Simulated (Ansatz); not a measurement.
## Br2H2Si, SMILES Br[SiH2]Br: energies of removing a hydrogen, step by step

Program: Ansatz 0.2.0, Python API.

Input file `br2h2si.xyz`:
```text
5

Br   -1.68470   -1.22800    0.35520
Si    0.14360   -0.05870    0.04950
Br   -0.32330    1.81530   -1.06160
H     1.17460   -0.86890   -0.73940
H     0.73970    0.26660    1.35480
```

Notebook, run cell by cell (the value of a cell's last expression is shown):

**Cell 1**
```python
from dataclasses import dataclass

import ansatz as az
```

**Cell 2**
```python
@dataclass(frozen=True)
class Options:
    basis_set: str = "def2-TZVP"
    functional: str = "pbe0"
```

**Cell 3**
```python
settings = Options()
```

**Cell 4**
```python
def energy(molecule, charge=0, unpaired=0):
    calc = molecule.calculation().basis(gaussian=settings.basis_set).functional(settings.functional)
    if charge:
        calc = calc.charge(charge)
    if unpaired:
        calc = calc.spin("collinear", total=unpaired)
    return calc.run().report["free_energy_ev"]
```

**Cell 5**
```python
def without(molecule, index):
    rest = az.Crystal.molecule()
    for i, site in enumerate(molecule.cartesian_sites):
        if i != index:
            rest = rest.atom(site.symbol, site.position_ang)
    return rest
```

**Cell 6**
```python
system = az.Crystal.molecule_from_extxyz("br2h2si.xyz")

whole = energy(system, 0)
hydrogen = energy(az.Crystal.molecule().atom("H", (0, 0, 0)), 0, 1)
print(f"E(molecule) = {whole:.5f} eV, E(H) = {hydrogen:.5f} eV")
for index in [4]:
    radical = energy(without(system, index), 0, 1)
    print(f"H{index}: homolysis {(radical + hydrogen - whole):.3f} eV")
```
Output:
```text
E(molecule) = -147986.03244 eV, E(H) = -13.63389 eV
H4: homolysis 3.829 eV
```

Notes:
- Total energies depend on the basis set; only differences at equal settings carry meaning.
- The geometry is a force-field or estimated start, not a minimum of this method, and the basis set is short of its limit. All parts are taken at fixed geometry, without zero-point energy.
- The spin-orbit lowering of heavy atoms is left out.
- The whole script took 18 s on 1 thread of Arm Neoverse V1, with other jobs on the host, peak memory 0.49 GiB.

(Lines on the test bed's own set-up are left out of the output.)
